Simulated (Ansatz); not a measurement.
Crystal: YCo2.

```
Y Co
1.0
     0.00000    3.60750    3.60750
     3.60750    0.00000    3.60750
     3.60750    3.60750    0.00000
Y Co
2 4
Direct
  0.75000 0.75000 0.75000
  0.50000 0.50000 0.50000
  0.12500 0.62500 0.12500
  0.12500 0.12500 0.62500
  0.62500 0.12500 0.12500
  0.12500 0.12500 0.12500
```

- Program: Ansatz 0.2.0
- Task: relaxation of cell and atoms
- Functional: PBEsol
- Potentials or basis: Ansatz PAW
- Cutoff: 420 eV (not typed: the program's choice for these potentials)
- k mesh: 7 × 7 × 7
- Occupations: fermi-dirac, width 0.05 eV
- Spin: collinear spin, ferromagnetic start
- Starting moments: [0.0, 0.0, 2.0, 2.0, 2.0, 2.0] μB

At the start: volume 15.65 Å³/atom.

Problem. How do energy, volume and symmetry change on relaxing?

Solution. It ends after 5 steps and the volume is 14.61 Å³/atom (-6.6 %); space group Fd-3m (No. 227, to 0.05 Å); moment 3.41 μB per cell.

Step by step:
| step | energy change (eV) | largest force (eV/Å) | volume (Å³) |
| --- | --- | --- | --- |
| 1 | 0.0000 | 0.0000 | 93.90 |
| 2 | -0.1594 | 0.0000 | 87.06 |
| 3 | -0.1607 | 0.0000 | 87.72 |
| 4 | -0.1608 | 0.0000 | 87.69 |
| 5 | -0.1582 | 0.0000 | 87.69 |

Final structure:
```
Y Co
1.0
     0.00000    3.52615    3.52615
     3.52615    0.00000    3.52615
     3.52615    3.52615    0.00000
Y Co
2 4
Direct
  0.75000 0.75000 0.75000
  0.50000 0.50000 0.50000
  0.12500 0.62500 0.12500
  0.12500 0.12500 0.62500
  0.62500 0.12500 0.12500
  0.12500 0.12500 0.12500
```

Caveat: the plane-wave basis is chosen anew once the cell has moved, so the energies of steps on either side of that aren't comparable; the PAW data sets come from PBE, with cores solved anew for the run's functional, which leaves a small shift of forces and pressure.
